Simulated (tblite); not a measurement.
# C4H7BrF2Si: the cost of one run

Programs: tblite 0.8.0 and PySCF 2.14.0, with density-fitted response routines of our own. Each step states its level of theory. These are calculated values for one molecule in the gas phase, unless marked as measured. Atoms count from 0, in the outputs and in this text.

## Step 1: Starting geometry

15 atoms, charge 0, multiplicity 1; geometry from: force field or distance geometry start.

Bonds of the start (Å): F0–C1 1.38, C1–F2 1.37, C1–C3 1.50, C3–C4 1.34, C4–Br5 1.90, C4–C6 1.50, C6–Si7 1.84, C1–H8 1.12, C3–H9 1.08, C6–H10 1.12, C6–H11 1.12, Si7–H12 1.48, Si7–H13 1.49, Si7–H14 1.45.

## Step 2: Optimising the geometry with GFN2-xTB

The job: settings as JSON, then the geometry in Å.

```
{"job": {"kind": "relax", "xc": "GFN2-xTB", "basis": "xTB"}, "charge": 0, "multiplicity": 1}
F     -2.665000    -0.895300     0.587800
C     -2.591900     0.045700    -0.412300
F     -3.220000    -0.330300    -1.564900
C     -1.177300     0.452900    -0.706900
C     -0.188500     0.228600     0.176700
Br    -0.654900    -0.618500     1.806800
C      1.200500     0.655300    -0.177700
Si     2.399800    -0.746200    -0.198200
H     -3.154600     0.939700    -0.037300
H     -0.935200     0.930200    -1.641700
H      1.168300     1.134100    -1.193000
H      1.552800     1.442800     0.537200
H      3.554100    -0.346000     0.642000
H      2.916600    -0.898700    -1.587700
H      1.790900    -1.986400     0.241600
```

Started as:

```
$ OMP_NUM_THREADS=1 python probes_run.py task.json out
```

One launch serves the whole session: the jobs run in the order shown.

Q: Estimate the wall time of this first job on 1 thread of Arm Neoverse N1, shared host.

About 2.7 s.
